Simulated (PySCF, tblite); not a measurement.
# C₅H₁₁O₂Si radical: geometry, infrared bands and EPR parameters

What infrared bands and EPR parameters should C₅H₁₁O₂Si radical (`CO[C@H](C)C[SiH]C=O`) show?

Computed with tblite 0.8.0 and PySCF 2.14.0, with density-fitted response routines of our own, on a single molecule in the gas phase. Atoms are numbered from 0 throughout.

### 1 Starting geometry

19 atoms, charge 0, multiplicity 2; geometry from: force field or distance geometry start.

Bonds of the start (Å): C0–O1 1.36, O1–C2 1.37, C2–C3 1.51, C2–C4 1.49, C4–Si5 1.84, Si5–C6 1.86, C6–O7 1.23, C0–H8 1.13, C0–H9 1.11, C0–H10 1.10, C2–H11 1.12, C3–H12 1.13, C3–H13 1.12, C3–H14 1.10, C4–H15 1.13, C4–H16 1.12, Si5–H17 1.48, C6–H18 1.11.

### 2 Relaxing the molecule with GFN2-xTB

The job: settings as JSON, then the geometry in Å.

```
{"job": {"kind": "relax", "xc": "GFN2-xTB", "basis": "xTB"}, "charge": 0, "multiplicity": 2}
C     -1.896900     0.708100     1.259900
O     -1.103200    -0.328600     0.887800
C     -0.660600    -0.354000    -0.409600
C     -1.174000    -1.536100    -1.197300
C      0.826700    -0.219500    -0.479300
Si     1.316700     1.381700     0.289400
C      3.137900     1.679300     0.092600
O      3.676600     1.723600    -1.012500
H     -2.143600     0.552300     2.349400
H     -2.894800     0.730800     0.766400
H     -1.374900     1.675100     1.187300
H     -1.110300     0.545200    -0.910100
H     -0.748900    -2.447100    -0.681600
H     -0.768500    -1.474400    -2.244300
H     -2.269700    -1.558500    -1.222400
H      1.283700    -1.033800     0.149200
H      1.157100    -0.293400    -1.543400
H      0.957900     1.466000     1.723800
H      3.778900     1.822700     0.987200
```

Run with:

```console
$ OMP_NUM_THREADS=1 python probes_run.py task.json out
```

This one command runs all jobs of the session in turn.

The program printed:

```text
step      E/eV     max force
  0    -708.91210    2.754
  1    -709.17513    1.132
  2    -709.21825    0.956
  3    -709.25577    0.436
  4    -709.29736    0.424
  5    -709.31752    0.323
  6    -709.33048    0.312
  7    -709.34504    0.326
  8    -709.36732    0.475
  9    -709.39431    0.474
 10    -709.41879    0.419
 11    -709.43786    0.328
 12    -709.45341    0.350
 13    -709.46856    0.401
 14    -709.48436    0.319
 15    -709.49553    0.235
 16    -709.50367    0.174
 17    -709.51081    0.222
 18    -709.51801    0.213
 19    -709.52576    0.192
 20    -709.53393    0.238
 21    -709.54146    0.272
 22    -709.54771    0.229
 23    -709.55283    0.167
 24    -709.55758    0.172
 25    -709.56284    0.236
 26    -709.56940    0.299
 27    -709.57653    0.218
 28    -709.58186    0.168
 29    -709.58510    0.133
 30    -709.58883    0.151
 31    -709.59196    0.147
 32    -709.59499    0.172
 33    -709.59758    0.162
 34    -709.60045    0.141
 35    -709.60350    0.136
 36    -709.60629    0.124
 37    -709.60865    0.118
 38    -709.61094    0.136
 39    -709.61336    0.129
 40    -709.61588    0.121
 41    -709.61821    0.107
 42    -709.62049    0.109
 43    -709.62337    0.145
 44    -709.62732    0.177
 45    -709.63172    0.169
 46    -709.63519    0.116
 47    -709.63739    0.125
 48    -709.63918    0.147
 49    -709.64124    0.145
 50    -709.64438    0.119
 51    -709.64689    0.115
 52    -709.64897    0.111
 53    -709.65126    0.107
 54    -709.65339    0.089
 55    -709.65501    0.083
 56    -709.65641    0.087
 57    -709.65812    0.096
 58    -709.66019    0.100
 59    -709.66240    0.114
 60    -709.66392    0.125
 61    -709.66599    0.099
 62    -709.66802    0.122
 63    -709.67122    0.104
 64    -709.67319    0.107
 65    -709.67474    0.098
 66    -709.67633    0.118
 67    -709.67837    0.126
 68    -709.68042    0.165
 69    -709.68219    0.103
 70    -709.68383    0.117
 71    -709.68592    0.098
 72    -709.68897    0.101
 73    -709.69318    0.117
 74    -709.69626    0.170
 75    -709.69833    0.509
 76    -709.70184    0.125
 77    -709.70473    0.108
 78    -709.70724    0.090
 79    -709.70954    0.103
 80    -709.71043    0.081
 81    -709.71187    0.079
 82    -709.71305    0.072
 83    -709.71364    0.083
 84    -709.71493    0.102
 85    -709.71672    0.104
 86    -709.71896    0.143
 87    -709.72111    0.156
 88    -709.72324    0.131
 89    -709.72526    0.116
 90    -709.72699    0.091
 91    -709.72789    0.081
 92    -709.72863    0.070
 93    -709.72913    0.062
 94    -709.72992    0.052
 95    -709.73062    0.053
 96    -709.73159    0.075
 97    -709.73247    0.078
 98    -709.73362    0.069
 99    -709.73534    0.074
100    -709.73757    0.077
101    -709.73943    0.097
102    -709.74067    0.107
103    -709.74153    0.082
104    -709.74230    0.048
105    -709.74284    0.042
106    -709.74314    0.040
107    -709.74343    0.040
108    -709.74373    0.040
109    -709.74412    0.041
110    -709.74446    0.040
111    -709.74475    0.041
112    -709.74507    0.044
113    -709.74566    0.058
114    -709.74686    0.079
115    -709.74907    0.101
116    -709.75181    0.103
117    -709.75413    0.112
118    -709.75597    0.177
119    -709.75745    0.179
120    -709.75938    0.117
121    -709.76140    0.148
122    -709.76283    0.121
123    -709.76401    0.091
124    -709.76488    0.149
125    -709.76600    0.096
126    -709.76725    0.083
127    -709.76843    0.064
128    -709.76900    0.069
129    -709.76972    0.087
130    -709.77173    0.070
131    -709.77292    0.100
132    -709.77488    0.088
133    -709.77637    0.093
134    -709.77792    0.101
135    -709.77940    0.090
136    -709.78062    0.146
137    -709.78159    0.071
138    -709.78242    0.082
139    -709.78342    0.071
140    -709.78446    0.065
141    -709.78564    0.095
142    -709.78685    0.080
143    -709.78795    0.080
144    -709.78813    0.176
145    -709.78927    0.058
146    -709.78990    0.072
147    -709.79125    0.079
148    -709.79222    0.066
149    -709.79297    0.076
150    -709.79394    0.073
151    -709.79497    0.073
152    -709.79637    0.080
153    -709.79686    0.157
154    -709.79872    0.107
155    -709.79967    0.157
156    -709.80182    0.107
157    -709.80462    0.071
158    -709.80731    0.130
159    -709.80706    0.175
160    -709.80925    0.151
161    -709.80987    0.077
162    -709.81065    0.062
163    -709.81142    0.082
164    -709.81177    0.066
165    -709.81206    0.045
166    -709.81231    0.042
167    -709.81251    0.055
168    -709.81277    0.060
169    -709.81310    0.062
170    -709.81354    0.066
171    -709.81387    0.056
172    -709.81429    0.057
173    -709.81446    0.081
174    -709.81489    0.059
175    -709.81518    0.045
176    -709.81551    0.039
177    -709.81578    0.039
178    -709.81604    0.034
179    -709.81634    0.033
180    -709.81671    0.037
181    -709.81715    0.049
182    -709.81761    0.069
183    -709.81801    0.069
184    -709.81850    0.049
185    -709.81912    0.061
186    -709.81960    0.062
187    -709.82045    0.060
188    -709.82129    0.060
189    -709.82190    0.167
190    -709.82246    0.074
191    -709.82332    0.084
192    -709.82443    0.091
193    -709.82489    0.075
194    -709.82540    0.036
195    -709.82575    0.032
196    -709.82601    0.031
197    -709.82618    0.034
198    -709.82632    0.039
199    -709.82644    0.035
200    -709.82653    0.029
201    -709.82662    0.017
202    -709.82674    0.023
203    -709.82689    0.031
204    -709.82710    0.037
205    -709.82736    0.040
206    -709.82768    0.038
207    -709.82800    0.039
208    -709.82824    0.041
209    -709.82842    0.034
210    -709.82857    0.024
211    -709.82873    0.026
212    -709.82890    0.028
213    -709.82905    0.026
214    -709.82914    0.018
215    -709.82924    0.018
216    -709.82937    0.020
217    -709.82954    0.029
218    -709.82968    0.032
219    -709.82979    0.028
220    -709.82986    0.025
221    -709.82995    0.023
222    -709.83006    0.027
223    -709.83018    0.029
224    -709.83031    0.034
225    -709.83045    0.042
226    -709.83062    0.053
227    -709.83087    0.055
228    -709.83116    0.056
229    -709.83141    0.040
230    -709.83156    0.030
231    -709.83166    0.024
232    -709.83172    0.013
233    -709.83177    0.010
```

Wall time 1.6 s (1 thread of Arm Neoverse V2, shared host).

Step by step: (not every step is listed)

```
step  energy from step 0 (eV)  largest force (eV/Å)
   0                   0.0000                2.7535
   1                  -0.2630                1.1325
   2                  -0.3062                0.9565
   3                  -0.3437                0.4357
   4                  -0.3853                0.4237
   5                  -0.4054                0.3232
   6                  -0.4184                0.3118
   7                  -0.4329                0.3258
   8                  -0.4552                0.4755
  30                  -0.6767                0.1514
  52                  -0.7369                0.1111
  74                  -0.7842                0.1705
  96                  -0.8195                0.0749
 118                  -0.8439                0.1768
 140                  -0.8724                0.0652
 162                  -0.8986                0.0616
 184                  -0.9064                0.0486
 206                  -0.9156                0.0384
 228                  -0.9191                0.0564
 229                  -0.9193                0.0398
 230                  -0.9195                0.0305
 231                  -0.9196                0.0241
 232                  -0.9196                0.0130
 233                  -0.9197                0.0097
```

Close pairs (by a distance rule), those that changed most:

```
  bond  before (Å)  after (Å)  change (Å)
 O1–C2       1.371      1.432      +0.061
C4–Si5       1.843      1.901      +0.059
 C0–O1       1.358      1.405      +0.047
C3–H12       1.130      1.088      -0.042
 C0–H8       1.128      1.089      -0.039
C3–H13       1.124      1.087      -0.038
C4–H15       1.126      1.091      -0.035
 C2–C4       1.495      1.527      +0.032
```

The next job starts from the end point, and lists it.

### 3 Infrared spectrum with GFN2-xTB

The job: settings as JSON, then the geometry in Å.

```
{"job": {"kind": "ir", "xc": "GFN2-xTB", "basis": "xTB"}, "charge": 0, "multiplicity": 2}
C     -1.424957     1.102789     0.992312
O     -0.510594     0.057920     0.778415
C     -0.325437    -0.334351    -0.585876
C     -1.346983    -1.380592    -1.011203
C      1.116105    -0.836837    -0.621152
Si     1.923649     0.245631     0.716897
C      1.949078     2.071726     0.444109
O      1.384267     2.587507    -0.533184
H     -1.409032     1.313553     2.060258
H     -2.436612     0.811406     0.694979
H     -1.127406     1.999236     0.438245
H     -0.410163     0.558405    -1.218980
H     -1.309709    -2.228790    -0.330532
H     -1.122983    -1.722749    -2.017948
H     -2.354232    -0.969378    -1.003338
H      1.153871    -1.894486    -0.356955
H      1.544474    -0.724720    -1.615132
H      2.173859    -0.331234     2.026513
H      2.523002     2.714544     1.135111
```

The program printed:

```text
mode    cm-1     km/mol
  1      46.0      6.56
  2      57.5      9.60
  3      99.5      5.90
  4     129.5      1.15
  5     154.7     22.56
  6     176.4      1.54
  7     195.0      1.49
  8     209.2     13.84
  9     296.7      3.43
 10     332.2      4.88
 11     358.9     33.58
 12     395.5     26.59
 13     449.0      9.60
 14     507.7      4.39
 15     572.7     89.61
 16     701.9      0.67
 17     737.4     21.85
 18     778.4     21.56
 19     859.0     21.35
 20     861.7     49.79
 21     944.8      4.45
 22    1010.4     17.14
 23    1055.3      9.69
 24    1099.7     70.11
 25    1134.4      3.41
 26    1136.7     10.64
 27    1140.3     22.12
 28    1205.4     15.76
 29    1218.7     15.20
 30    1319.4      8.54
 31    1325.0     24.47
 32    1326.9     14.27
 33    1399.1     10.37
 34    1406.2      3.06
 35    1458.6      1.57
 36    1468.2      7.01
 37    1478.7     16.03
 38    1486.4      1.66
 39    1493.8      8.88
 40    1520.4    518.31
 41    2346.5    243.05
 42    2738.8    165.17
 43    2905.1     21.81
 44    2939.4     27.09
 45    2952.5     31.59
 46    2980.8     19.38
 47    3012.8     10.58
 48    3026.6     14.81
 49    3028.9     33.21
 50    3033.9     23.88
 51    3047.3     22.52
```

It took 0.64 s on 1 thread of Arm Neoverse V2, shared host.

The strongest bands and the atoms that carry them (share of the mass-weighted mode):

```
cm⁻¹  km/mol                                 atoms
 359    33.6                    H17 38 %, Si5 18 %
 573    89.6                              H17 83 %
 862    49.8  Si5 18 %, C6 13 %, H16 12 %, O1 11 %
1100    70.1             O1 45 %, C0 26 %, C2 14 %
1520   518.3                      C6 58 %, O7 39 %
2346   243.1                              H17 97 %
2739   165.2                              H18 94 %
3029    33.2                              H14 81 %
```

### 4 EPR parameters: B3LYP/pcH-1

Settings changed since step 3:

```diff
@@ -1,2 +1,2 @@
-{"job": {"kind": "ir", "xc": "GFN2-xTB", "basis": "xTB"}, "charge": 0, "multiplicity": 2}
+{"job": {"kind": "epr", "basis": "pcH-1"}, "charge": 0, "multiplicity": 2}
 C     -1.424957     1.102789     0.992312
```

Level: UKS B3LYP, pcH-1 on C H O Si, non-relativistic, mean-field spin-orbit, GIAO.

The program printed:

```text
UKS, coarse grid
  cycle   1  E = -636.82180665  |g| = 7.49e-01
  cycle   2  E = -634.68787761  |g| = 2.06e+00
  cycle   3  E = -636.97363170  |g| = 4.04e-01
  cycle   4  E = -637.04432675  |g| = 1.88e-01
  cycle   5  E = -637.05579729  |g| = 6.50e-02
  cycle   6  E = -637.05747499  |g| = 2.93e-02
  cycle   7  E = -637.05793745  |g| = 1.12e-02
  cycle   8  E = -637.05804133  |g| = 4.47e-03
  cycle   9  E = -637.05805577  |g| = 1.53e-03
  cycle  10  E = -637.05805886  |g| = 8.77e-04
UKS, final grid
  cycle   1  E = -637.05802178  |g| = 1.24e-03
  cycle   2  E = -637.05802011  |g| = 2.25e-03
  cycle   3  E = -637.05802280  |g| = 3.81e-04
  cycle   4  E = -637.05802287  |g| = 1.26e-04
  cycle   5  E = -637.05802290  |g| = 1.01e-04
  cycle   6  E = -637.05802291  |g| = 3.05e-05
  cycle   7  E = -637.05802291  |g| = 5.43e-06
E = -637.05802291 Eh   <S^2> = 0.7579 (exact 0.7500)
g shifts (ppm)      1          2          3
  rmc          -182       -182       -182
  gc             33         51         90
  oz_so        -229        997       3377
  total        -378        866       3284
hyperfine (MHz)  atom isotope    a_iso     a_fc   dipolar eigenvalues
    0   13C      -1.09      -1.09     -0.56     -0.44      1.00
    1   17O     -51.48     -51.51    -12.03      5.95      6.08
    2   13C       8.49       8.50     -1.92     -0.76      2.68
    3   13C      -1.31      -1.31     -0.25     -0.15      0.40
    4   13C      19.25      19.24     -1.71     -1.14      2.85
    5  29Si    -114.02    -115.03   -141.29     70.32     70.96
    6   13C      -7.39      -7.34    -11.06     -2.45     13.52
    7   17O     -17.80     -17.70    -79.31     37.09     42.22
    8    1H      -0.22      -0.22     -1.38     -1.15      2.53
    9    1H       2.42       2.42     -1.02     -0.73      1.76
   10    1H      -0.03      -0.03     -2.25     -0.73      2.98
   11    1H      -0.97      -0.97     -2.08     -0.48      2.56
   12    1H       0.01       0.01     -0.84     -0.69      1.52
   13    1H       2.46       2.47     -0.69     -0.62      1.31
   14    1H       3.85       3.85     -0.67     -0.59      1.26
   15    1H      -0.96      -0.96     -2.67     -1.58      4.25
   16    1H       8.13       8.13     -2.84     -2.21      5.06
   17    1H     -22.45     -22.46     -9.53      2.07      7.46
   18    1H      -9.85      -9.84     -3.41     -2.05      5.46
```

Run time: 2.5 min. Hardware: 1 thread of Arm Neoverse V2, shared host; peak memory 1.1 GiB.

Principal g values 2.00194, 2.00319, 2.00560; g(iso) = 2.00358, against 2.00232 for a free electron.

Hyperfine couplings; where a row names several nuclei, a(iso) is their mean (it holds for fast rotation or exchange) and the dipolar term the largest among them:

```
       nuclei  isotope  a(iso) (MHz)  a(iso) (G, at g = 2.0023)  largest dipolar term (MHz)
          Si5     29Si        -114.0                      -40.7                      -141.3
           O1      17O         -51.5                      -18.4                       -12.0
          H17       1H         -22.4                       -8.0                        -9.5
           C4      13C          19.2                        6.9                         2.8
           O7      17O         -17.8                       -6.4                       -79.3
          H18       1H          -9.8                       -3.5                         5.5
           C2      13C           8.5                        3.0                         2.7
          H16       1H           8.1                        2.9                         5.1
           C6      13C          -7.4                       -2.6                        13.5
H12, H13, H14       1H           2.1                        0.8                         1.5
           C3      13C          -1.3                       -0.5                         0.4
           C0      13C          -1.1                       -0.4                         1.0
          H11       1H          -1.0                       -0.3                         2.6
          H15       1H          -1.0                       -0.3                         4.2
```

Mulliken spin populations:

C0 0.00; O1 0.02; C2 0.00; C3 0.00; C4 -0.02; Si5 0.77; C6 0.04; O7 0.22; H8 0.00; H9 0.00; H10 0.00; H11 0.00; H12 0.00; H13 0.00; H14 0.00; H15 0.00; H16 0.00; H17 -0.03; H18 -0.01

In first order the couplings over 0.8 MHz of 1H give 128 distinct lines over 17.4 G, if the averaged nuclei exchange fast; the same motion can average rows kept apart here too.

Orbitals, density, ELF and potential are computed afterwards from the orbital file.

ELF in a plane through or near 6 of the atoms.

Values, 10 rows by 14 columns:
```
0.00 0.00 0.00 0.00 0.00 0.00 0.00 0.00 0.00 0.00 0.00 0.00 0.00 0.00
0.00 0.00 0.00 0.00 0.00 0.00 0.00 0.00 0.02 0.00 0.00 0.00 0.00 0.00
0.00 0.00 0.00 0.00 0.00 0.06 0.49 0.28 0.98 0.38 0.00 0.00 0.00 0.00
0.00 0.00 0.00 0.01 0.01 0.14 0.99 0.74 0.81 0.02 0.59 0.04 0.00 0.00
0.00 0.00 0.62 0.60 0.40 0.09 0.05 0.11 0.09 0.83 1.00 0.43 0.00 0.00
0.00 0.02 0.99 1.00 0.32 0.63 0.03 0.46 0.38 0.22 0.59 0.07 0.00 0.00
0.00 0.00 0.11 0.25 0.76 0.47 0.74 0.44 0.35 0.43 0.94 0.24 0.00 0.00
0.00 0.00 0.00 0.17 0.79 0.65 0.38 0.91 0.33 0.01 0.07 0.01 0.00 0.00
0.00 0.00 0.00 0.01 0.45 0.24 0.03 0.22 0.05 0.00 0.00 0.00 0.00 0.00
0.00 0.00 0.00 0.00 0.00 0.00 0.00 0.00 0.00 0.00 0.00 0.00 0.00 0.00
```
The map spans 12.7 Å across and 10.1 Å up, centred on the molecule. Atoms in the plane (x, y in Å): C2 (0.8, -0.2), C3 (2.3, -0.2), C4 (0.2, -1.6), C6 (-2.7, -0.3), H14 (2.7, 0.8), H18 (-3.8, -0.1).

On the surface of density 0.002 e/bohr³ the electrostatic potential runs, from the 1st to the 99th percentile, from -1.83 V near O7 to 0.92 V near H9.

The spin density lies nearest to Si5 46 %; O7 20 %; C6 10 %; H17 10 %.

### 5 Results

| quantity | value |
| --- | --- |
| strongest single infrared mode (GFN2-xTB) | 1520 cm⁻¹, 518 km/mol |
| zero-point energy (GFN2-xTB) | 93.7 kcal/mol |
| g(iso) (B3LYP) | 2.00358 |
| ⟨S²⟩ | 0.758 (exact 0.75) |
| largest a(iso) (averaged by class) | 29Si on Si5, -114.0 MHz |
| potential on the surface of density 0.002 e/bohr³, 1st and 99th percentile | -1.83 V and 0.92 V |

**Reading.** Relaxing lowered the energy by 0.920 eV in 233 steps; the close pair that moved most is O1–C2, from 1.371 to 1.432 Å. All 51 modes are real, so the xTB geometry is a minimum. The strongest single mode, at 1520 cm⁻¹, moves mainly C6 and O7. GFN2-xTB is a fitted tight-binding method: band positions and strengths are rough. Its intensities can rank the bands wrongly. Most of the unpaired spin sits on Si5 (0.77 e). The isotropic g lies 1.3 ppt above the free-electron value. These values are for one conformer; the search (at its own cheap level) found 2 more, at 0.01, 5.56 kcal/mol (those within 0.05 may be mirror or relabelled copies), and measured spectra average over such forms.
